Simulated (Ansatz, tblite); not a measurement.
**The cluster Li₃Br₃−: rung by rung**

How do method and basis change the picture of the cluster Li₃Br₃− (doublet)?

Computed with Ansatz 0.2.0, Gaussian basis. Level: as each input shows.

Levels to be run: GFN1-xTB, GFN2-xTB, PBE-D4/def2-TZVPD, r2SCAN-D4/def2-TZVPD, r2SCANh-D4/def2-TZVPD, PBE-QIDH/def2-TZVPD, LC-ωPBE/def2-TZVPD, HF/STO-3G, MP2/def2-TZVPD, RPA/def2-TZVPD.

3 further runs of the same task are left out: 3 set aside as unsound or not needed.

## (1) The geometry

The doublet was relaxed beforehand with r2SCAN-D4/def2-SVPD. At that level it is the lowest of the isomers that a small search found.

6 atoms, charge -1, spin multiplicity 2.

Bond lengths: Li1–Br4 2.453 Å, Li1–Br5 2.453 Å, Li1–Br6 2.565 Å, Li2–Br5 2.448 Å, Li2–Br6 2.512 Å, Li3–Br4 2.448 Å, Li3–Br6 2.511 Å. Angles: Br4–Li1–Br5 132.7°, Br4–Li1–Br6 100.5°, Br5–Li1–Br6 100.5°, Br5–Li2–Br6 102.2°, Br4–Li3–Br6 102.1°, Li1–Br4–Li3 73.5°, Li1–Br5–Li2 73.5°, Li1–Br6–Li2 70.6°, Li1–Br6–Li3 70.5°, Li2–Br6–Li3 77.4°.

The ion is computed in the gas phase, without counter-ions or solvent.

PBE0-D4/def2-TZVPD was run before; its log isn't repeated, and its numbers join the tables.

## (2) GFN1-xTB

Tight binding, by tblite at 300 K electronic temperature and without a spin-polarisation term:

```python
tblite.interface.Calculator('GFN1-xTB', numbers, positions, charge=-1, uhf=1).singlepoint()
```

Energy -358.1704 eV; 0.004 s.

## (3) GFN2-xTB

Tight binding, by tblite at 300 K electronic temperature and without a spin-polarisation term:

```python
tblite.interface.Calculator('GFN2-xTB', numbers, positions, charge=-1, uhf=1).singlepoint()
```

Energy -368.5217 eV; 0.005 s.

## (4) PBE-D4/def2-TZVPD

start.molden holds the orbitals of an earlier run on this state, given as this run's starting guess.

Input file in.yaml:

```yaml
crystal:
  periodic: [false, false, false]
  atoms:
    - {symbol: Li, position_ang: [-0.628406, 0.543516, 0.905289]}
    - {symbol: Li, position_ang: [0.771210, 0.830401, -1.655709]}
    - {symbol: Li, position_ang: [0.487218, -1.935371, -0.191752]}
    - {symbol: Br, position_ang: [0.126097, -1.415569, 2.173348]}
    - {symbol: Br, position_ang: [0.535663, 2.538911, 0.080975]}
    - {symbol: Br, position_ang: [-1.291781, -0.561888, -1.312142]}
basis:
  gaussian: {orbitals: def2-TZVPD, initial_orbitals: start.molden}
total_charge: -1
magnetization: {spin_polarized: true, initial_magnetization: 1}
hamiltonian: {xc: pbe, dispersion: d4}
scf: {omitted_lower_state_checks: [starts]}
output: {forces: true, orbitals: {seedname: orbitals}}
```

Started as:

```bash
> ansatz run in.yaml --threads 4 --pin off --events-out ev --progress --plain --max-ram 4787MiB
```

The runs that follow: r2SCAN-D4/def2-TZVPD; r2SCANh-D4/def2-TZVPD; PBE-QIDH/def2-TZVPD; LC-ωPBE/def2-TZVPD; HF/STO-3G; MP2/def2-TZVPD; RPA/def2-TZVPD.

**Question.** What will the summary of the whole plan be? Wanted: gap in def2-TZVPD, named functionals, smallest and largest; correlation energy, MP2/def2-TZVPD; ⟨S²⟩ in def2-TZVPD, named functionals, smallest and largest.

**Answer**, as computed:

| quantity | value |
| --- | --- |
| gap in def2-TZVPD, named functionals, smallest and largest | 0.82 eV (r2SCAN-D4), 4.21 eV (LC-ωPBE) |
| correlation energy, MP2/def2-TZVPD | -26.19 eV |
| ⟨S²⟩ in def2-TZVPD, named functionals, smallest and largest | 0.750, 0.750 |

Orbital gaps of the named functionals in def2-TZVPD span 0.82 eV (r2SCAN-D4) to 4.21 eV (LC-ωPBE); exact exchange widens it. PBE-D4, r2SCAN-D4, r2SCANh-D4, PBE0-D4 put the HOMO above zero: the outermost electron is held by the basis alone.
